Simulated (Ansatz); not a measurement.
**The tungsten atom (quintet): wave-function methods side by side, def2-SVPD**

How much of the correlation energy of the tungsten atom (quintet) does each wave-function method recover here?

Computed with Ansatz 0.2.0, Gaussian basis. Level: def2-SVPD, core rule «outside noble gas», up to 4 orbitals frozen.

The runs, in order: UHF; CCSD(T) on ROHF; CCSD(T) on UHF; CISD; CCSDT(Q) on ROHF; CCSDT(Q) on UHF; CASSCF and MRCISD+Q, 6 electrons in 6 orbitals; CASSCF and MRCISD+Q(relaxed), 6 electrons in 6 orbitals; CASSCF and NEVPT4(SD), 6 electrons in 6 orbitals; CASSCF and NEVPT2, 6 electrons in 6 orbitals.

## Step 1: The atom

A free atom, in its lowest state of this spin that the program finds. No spin-orbit coupling is included. Elements past krypton take def2 core potentials.

1 atom, charge 0, spin multiplicity 5.

In the tables R marks a restricted open-shell determinant and U an unrestricted one; 'valence' is the active space of 6 electrons in 6 orbitals; energies count from the table's Hartree-Fock row.

## Step 2: UHF

Contents of in.yaml:

```yaml
crystal:
  periodic: [false, false, false]
  atoms:
    - {symbol: W, position_ang: [0.000000, 0.000000, 0.000000]}
basis:
  gaussian: {orbitals: def2-SVPD}
magnetization: {spin_polarized: true, initial_magnetization: 4}
hamiltonian: {xc: hf}
output: {orbitals: {seedname: orbitals}}
```

Command:

```sh
> ansatz run in.yaml --threads 1 --pin off --events-out ev --progress --plain --max-ram 2393MiB
```

Output:

```text
Functional definition: HF
  name "HF"
  cite "Fock, Z. Phys. 61, 126 (1930) doi:10.1007/BF01340294"
  parent pbe
  exchange = exact_x
  correlation = 0
209 factors; integrals over basis functions are off by at most 2.0e-4 eV
mean field evaluation 1: about -1804.0347 eV, gradient 6.5e0 eV
mean field evaluation 2: about -1804.0357 eV, gradient 6.5e0 eV
mean field evaluation 4: about -1804.4452 eV, gradient 5.5e-1 eV
mean field evaluation 8: about -1804.4568 eV, gradient 1.5e-2 eV
mean field evaluation 16: about -1804.5223 eV, gradient 2.5e-1 eV
mean field evaluation 32: about -1804.1952 eV, gradient 4.2e0 eV
mean field evaluation 64: about -1804.4145 eV, gradient 4.6e-1 eV
mean field evaluation 96: about -1804.5262 eV, gradient 1.7e-1 eV
mean field evaluation 128: about -1804.5245 eV, gradient 2.7e-1 eV
mean field evaluation 160: about -1804.4567 eV, gradient 3.7e-2 eV
mean field evaluation 192: about -1804.4540 eV, gradient 2.8e-1 eV
mean field evaluation 224: about -1804.4570 eV, gradient 2.5e-2 eV
mean field -1804.53059946 eV, -66.3152763755 hartree, gradient 2.7e-5 eV, S^2 6.246258; 5 other end points of the search recorded, 0 dependent functions left out
reference -1804.53059946 eV, -66.3152763755 hartree; 9, 5 occupied and 26, 30 virtual orbitals, 209 factors
Total energy: -1804.53059946 eV, -66.3152763755 hartree
```

Run time: 0.48 s. Hardware: 1 thread of Intel Xeon 6975P-C, shared host.

From the report: ⟨S²⟩ of the determinant 6.246 (pure quintet: 6.00).

## Step 3: CCSD(T) on ROHF

Contents of in.yaml:

```yaml
crystal:
  periodic: [false, false, false]
  atoms:
    - {symbol: W, position_ang: [0.000000, 0.000000, 0.000000]}
basis:
  gaussian: {orbitals: def2-SVPD}
magnetization: {spin_polarized: false, initial_magnetization: 4}
correlation: {method: ccsd_t, electrons: outside_noble_gas}
```

The command is unchanged.

Output (excerpt; [...] marks lines left out):

```text
Functional definition: HF
  name "HF"
  cite "Fock, Z. Phys. 61, 126 (1930) doi:10.1007/BF01340294"
  parent pbe
[...]
209 factors; integrals over basis functions are off by at most 2.0e-4 eV
[...]
mean field -1804.26073812 eV, -66.3053591541 hartree, gradient 4.8e-6 eV, S^2 6.000000; 15 other end points of the search recorded, 0 dependent functions left out
[...]
determinant -1804.26073812 eV, -66.3053591541 hartree, with singles and doubles -1806.72648002 eV, -66.3959734975 hartree
determinant -1804.23726698 eV, -66.3044966057 hartree, with singles and doubles -1806.72795552 eV, -66.3960277213 hartree
determinant -1802.39674899 eV, -66.2368588169 hartree, with singles and doubles -1804.60507298 eV, -66.3180132269 hartree
determinant -1801.94572432 eV, -66.2202839662 hartree, with singles and doubles -1804.32644642 eV, -66.3077738894 hartree
determinant -1801.84860920 eV, -66.2167150513 hartree, with singles and doubles -1804.09965136 eV, -66.2994393248 hartree
determinant -1801.74866348 eV, -66.2130421138 hartree, with singles and doubles -1804.05622849 eV, -66.2978435638 hartree
determinant -1804.26073812 eV, -66.3053591541 hartree, with singles and doubles -1806.72736105 eV, -66.3960058748 hartree
determinant -1804.23726698 eV, -66.3044966057 hartree, with singles and doubles -1806.73968169 eV, -66.3964586498 hartree
4 core orbitals not correlated: weight in the atoms' cores, before any rotation towards them, 1.000 or more for the frozen orbitals, at most 0.000 for the correlated occupied ones
reference -1804.23726698 eV, -66.3044966057 hartree; 5, 1 occupied and 26, 30 virtual orbitals, 209 factors
second order -2.03381074 eV of doubles, -0.05555474 eV of singles
cycle   1  -2.50241427 eV  change    4.3e-7 eV  update   3.0e-6
perturbative correction -0.08973170 eV, -0.0032975791 hartree
Total energy: -1806.82941296 eV, -66.3997562132 hartree
```

Run time: 2.3 s. Hardware: 1 thread of Intel Xeon 6975P-C, shared host.

From the report: correlation -2.5921 eV; T1 0.068; largest double amplitude 0.09.

## Step 4: CCSD(T) on UHF

Contents of in.yaml:

```yaml
crystal:
  periodic: [false, false, false]
  atoms:
    - {symbol: W, position_ang: [0.000000, 0.000000, 0.000000]}
basis:
  gaussian: {orbitals: def2-SVPD}
magnetization: {spin_polarized: true, initial_magnetization: 4}
correlation: {method: ccsd_t, electrons: outside_noble_gas}
```

Launched as before.

Output (excerpt; [...] marks lines left out):

```text
Functional definition: HF
  name "HF"
  cite "Fock, Z. Phys. 61, 126 (1930) doi:10.1007/BF01340294"
  parent pbe
[...]
209 factors; integrals over basis functions are off by at most 2.0e-4 eV
[...]
mean field -1804.53059946 eV, -66.3152763755 hartree, gradient 2.3e-6 eV, S^2 6.246256; 25 other end points of the search recorded, 0 dependent functions left out
determinant -1804.53059946 eV, -66.3152763755 hartree, with singles and doubles -1806.84123635 eV, -66.4001907148 hartree
determinant -1804.45677237 eV, -66.3125632797 hartree, with singles and doubles -1806.81706960 eV, -66.3993026031 hartree
determinant -1803.39737100 eV, -66.2736309976 hartree, with singles and doubles -1804.88641223 eV, -66.3283522536 hartree
determinant -1803.14883944 eV, -66.2644976313 hartree, with singles and doubles -1806.10739594 eV, -66.3732225771 hartree
[...]
determinant -1801.33460813 eV, -66.1978258602 hartree, with singles and doubles -1803.29402442 eV, -66.2698330810 hartree
determinant -1801.26681138 eV, -66.1953343758 hartree, with singles and doubles -1803.47105140 eV, -66.2763387022 hartree
determinant -1804.53059946 eV, -66.3152763755 hartree, with singles and doubles -1806.84525168 eV, -66.4003382755 hartree
determinant -1804.45677237 eV, -66.3125632797 hartree, with singles and doubles -1806.81811092 eV, -66.3993408708 hartree
4 core orbitals not correlated: weight in the atoms' cores, before any rotation towards them, 1.000 or more for the frozen orbitals, at most 0.000 for the correlated occupied ones
reference -1804.53059946 eV, -66.3152763755 hartree; 5, 1 occupied and 26, 30 virtual orbitals, 209 factors
second order -1.90334216 eV of doubles, -0.00000000 eV of singles
cycle   1  -2.31465201 eV  change    2.1e-7 eV  update   4.0e-6
perturbative correction -0.08559959 eV, -0.0031457271 hartree
Total energy: -1806.93085107 eV, -66.4034839950 hartree
```

Wall time 2.8 s (1 thread of Intel Xeon 6975P-C, shared host).

From the report: ⟨S²⟩ of the determinant 6.246 (pure quintet: 6.00); correlation -2.4003 eV; T1 0.020; largest double amplitude 0.10.

## Step 5: CISD

Contents of in.yaml:

```yaml
crystal:
  periodic: [false, false, false]
  atoms:
    - {symbol: W, position_ang: [0.000000, 0.000000, 0.000000]}
basis:
  gaussian: {orbitals: def2-SVPD}
magnetization: {spin_polarized: false, initial_magnetization: 4}
correlation: {active_space: {ras: {orbitals: [1, 4, 26], electrons: 6, max_holes: 2, max_particles: 2}, fixed_orbitals: true}}
```

The command is unchanged.

Output:

```text
Functional definition: HF
  name "HF"
  cite "Fock, Z. Phys. 61, 126 (1930) doi:10.1007/BF01340294"
  parent pbe
  exchange = exact_x
  correlation = 0
209 factors; integrals over basis functions are off by at most 2.0e-4 eV
mean field evaluation 1: about -1803.4038 eV, gradient 8.1e0 eV
mean field evaluation 2: about -1803.4038 eV, gradient 8.1e0 eV
mean field evaluation 4: about -1804.2407 eV, gradient 1.9e0 eV
mean field evaluation 8: about -1804.2607 eV, gradient 5.1e-4 eV
mean field evaluation 16: about -1804.2607 eV, gradient 3.0e-6 eV
mean field evaluation 32: about -1804.2373 eV, gradient 6.3e-5 eV
mean field evaluation 64: about -1804.2607 eV, gradient 4.1e-3 eV
mean field evaluation 96: about -1804.2520 eV, gradient 8.0e-1 eV
mean field evaluation 128: about -1804.2607 eV, gradient 1.1e-5 eV
mean field -1804.26073812 eV, -66.3053591541 hartree, gradient 4.8e-6 eV, S^2 6.000000; 11 other end points of the search recorded, 0 dependent functions left out
reference -1804.26073812 eV, -66.3053591541 hartree; 9, 5 occupied and 26, 30 virtual orbitals, 209 factors
state -1806.66393881 eV, -66.3936751505 hartree
Total energy: -1806.66393881 eV, -66.3936751505 hartree
```

It took 1.4 s on 1 thread of Intel Xeon 6975P-C, shared host.

From the report: 2,662 determinants.

## Step 6: CCSDT(Q) on ROHF

Contents of in.yaml:

```yaml
crystal:
  periodic: [false, false, false]
  atoms:
    - {symbol: W, position_ang: [0.000000, 0.000000, 0.000000]}
basis:
  gaussian: {orbitals: def2-SVPD}
magnetization: {spin_polarized: false, initial_magnetization: 4}
correlation: {method: ccsdt_q, electrons: outside_noble_gas}
```

Same command.

Output (excerpt; [...] marks lines left out):

```text
Functional definition: HF
  name "HF"
  cite "Fock, Z. Phys. 61, 126 (1930) doi:10.1007/BF01340294"
  parent pbe
[...]
329 factors; integrals over basis functions are off by at most 2.4e-8 eV
[...]
mean field -1804.26075943 eV, -66.3053599373 hartree, gradient 4.8e-6 eV, S^2 6.000000; 15 other end points of the search recorded, 0 dependent functions left out
[...]
determinant -1804.26075943 eV, -66.3053599373 hartree, with singles and doubles -1806.72654519 eV, -66.3959758923 hartree
determinant -1804.23728865 eV, -66.3044974019 hartree, with singles and doubles -1806.72802032 eV, -66.3960301027 hartree
determinant -1802.39675148 eV, -66.2368589084 hartree, with singles and doubles -1804.60511344 eV, -66.3180147137 hartree
determinant -1801.94572653 eV, -66.2202840472 hartree, with singles and doubles -1804.32645813 eV, -66.3077743199 hartree
determinant -1801.84861079 eV, -66.2167151097 hartree, with singles and doubles -1804.09974592 eV, -66.2994427997 hartree
determinant -1801.74866540 eV, -66.2130421842 hartree, with singles and doubles -1804.05623567 eV, -66.2978438278 hartree
determinant -1804.26075943 eV, -66.3053599373 hartree, with singles and doubles -1806.72742577 eV, -66.3960082531 hartree
determinant -1804.23728865 eV, -66.3044974019 hartree, with singles and doubles -1806.73974212 eV, -66.3964608708 hartree
[...]
4 core orbitals not correlated: weight in the atoms' cores, before any rotation towards them, 1.000 or more for the frozen orbitals, at most 0.000 for the correlated occupied ones
reference -1804.23728865 eV, -66.3044974019 hartree; 5, 1 occupied and 26, 30 virtual orbitals, 329 factors
second order -2.03385947 eV of doubles, -0.05555472 eV of singles
cycle   1  -2.33854795 eV  change   -2.5e-1 eV  update   6.6e-2
[...]
cycle  29  -2.62446350 eV  change    1.0e-7 eV  update   1.3e-7
perturbative correction -0.00671792 eV, -0.0002468789 hartree
Total energy: -1806.86847007 eV, -66.4011915356 hartree
```

Run time: 6 s. Hardware: 1 thread of Intel Xeon 6975P-C, shared host.

From the report: correlation -2.6312 eV; T1 0.037; largest double amplitude 0.13.

## Step 7: CCSDT(Q) on UHF

Contents of in.yaml:

```yaml
crystal:
  periodic: [false, false, false]
  atoms:
    - {symbol: W, position_ang: [0.000000, 0.000000, 0.000000]}
basis:
  gaussian: {orbitals: def2-SVPD}
magnetization: {spin_polarized: true, initial_magnetization: 4}
correlation: {method: ccsdt_q, electrons: outside_noble_gas}
```

Same command.

Output (excerpt; [...] marks lines left out):

```text
Functional definition: HF
  name "HF"
  cite "Fock, Z. Phys. 61, 126 (1930) doi:10.1007/BF01340294"
  parent pbe
[...]
329 factors; integrals over basis functions are off by at most 2.4e-8 eV
[...]
mean field -1804.53061966 eV, -66.3152771178 hartree, gradient 2.3e-6 eV, S^2 6.246247; 25 other end points of the search recorded, 0 dependent functions left out
determinant -1804.53061966 eV, -66.3152771178 hartree, with singles and doubles -1806.84129964 eV, -66.4001930409 hartree
determinant -1804.45679614 eV, -66.3125641536 hartree, with singles and doubles -1806.81713672 eV, -66.3993050697 hartree
determinant -1803.39738269 eV, -66.2736314273 hartree, with singles and doubles -1804.88637185 eV, -66.3283507697 hartree
determinant -1803.14884314 eV, -66.2644977671 hartree, with singles and doubles -1806.10744555 eV, -66.3732244004 hartree
[...]
determinant -1801.33467758 eV, -66.1978284124 hartree, with singles and doubles -1803.29413234 eV, -66.2698370469 hartree
determinant -1801.26685085 eV, -66.1953358261 hartree, with singles and doubles -1803.46363630 eV, -66.2760662026 hartree
determinant -1804.53061966 eV, -66.3152771178 hartree, with singles and doubles -1806.84531310 eV, -66.4003405325 hartree
determinant -1804.45679614 eV, -66.3125641536 hartree, with singles and doubles -1806.81817717 eV, -66.3993433057 hartree
4 core orbitals not correlated: weight in the atoms' cores, before any rotation towards them, 1.000 or more for the frozen orbitals, at most 0.000 for the correlated occupied ones
reference -1804.53061966 eV, -66.3152771178 hartree; 5, 1 occupied and 26, 30 virtual orbitals, 329 factors
second order -1.90339507 eV of doubles, -0.00000000 eV of singles
cycle   1  -2.15515668 eV  change   -2.5e-1 eV  update   6.5e-2
[...]
cycle  32  -2.40375084 eV  change   -3.3e-8 eV  update   4.2e-7
perturbative correction -0.00899654 eV, -0.0003306167 hartree
Total energy: -1806.94336704 eV, -66.4039439486 hartree
```

It took 7.5 s on 1 thread of Intel Xeon 6975P-C, shared host.

From the report: ⟨S²⟩ of the determinant 6.246 (pure quintet: 6.00); correlation -2.4127 eV; T1 0.097; largest double amplitude 0.21.

[end of part 1 of 2]
